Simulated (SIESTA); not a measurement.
The system is MgGe2.

```
Ge Mg
1.0
     5.52149   -1.84985    0.00000
     5.52149    1.84985    0.00000
    -3.21762    0.00000    6.00777
Ge Mg
4 2
Cartesian
  4.8996 0.0000 1.7640
  2.9258 0.0000 4.2438
  6.5513 0.0000 5.9203
  1.2740 0.0000 0.0875
  7.8794 0.0000 2.0982
  -0.0541 0.0000 3.9095
```

The cell comes from a database or a generator and needn't be the stable form of this composition.

| Quantity | Value |
| --- | --- |
| Program | SIESTA 5.4.2 |
| Task | single point |
| Functional | PBE |
| Potentials or basis | PseudoDojo 0.4 standard (PBE files) |
| Basis | DZP (energy shift 0.003 Ry; two zetas on semicore shells) |
| Grid cutoff | 800 Ry |
| Energy shift | 0.003 Ry |
| k mesh | 8 × 8 × 5 |
| Occupations | fermi-dirac, width 0.05 eV |
| Spin | no spin polarisation |

On this cell: pressure 1.0 GPa; largest force 0.228 eV/Å; band gap on the k mesh none (metal or under the smearing width).

The same run follows on a disturbed copy (atoms moved at random, drawn with an rms of 0.05 Å):

```
Ge Mg
1.0
     5.52149   -1.84985    0.00000
     5.52149    1.84985    0.00000
    -3.21762    0.00000    6.00777
Ge Mg
4 2
Direct
  0.53394 0.52977 0.29943
  0.46608 0.47817 0.70364
  0.88063 0.87714 0.98763
  0.11916 0.12319 0.02039
  0.80909 0.81709 0.35203
  0.17874 0.18413 0.65293
```

Task: What does the disturbed cell give?

Result: The energy (extrapolated to zero smearing) moves by +0.2 meV/atom; pressure 0.9 GPa; largest force 0.251 eV/Å; band gap on the k mesh none (metal or under the smearing width).

Forces in eV/Å, atoms in the order of the input:
```
Ge  -0.235  0.038 -0.079
Ge   0.054 -0.044  0.048
Ge  -0.081  0.004  0.042
Ge   0.056  0.029 -0.091
Mg   0.027 -0.002  0.044
Mg   0.181 -0.025  0.035
```

Stress tensor (GPa, compression positive):
```
0.66 0.06 0.10
0.06 1.58 0.09
0.10 0.09 0.35
```

Caveats: the basis of atomic orbitals isn't converged, which shifts pressures, moduli and gaps.
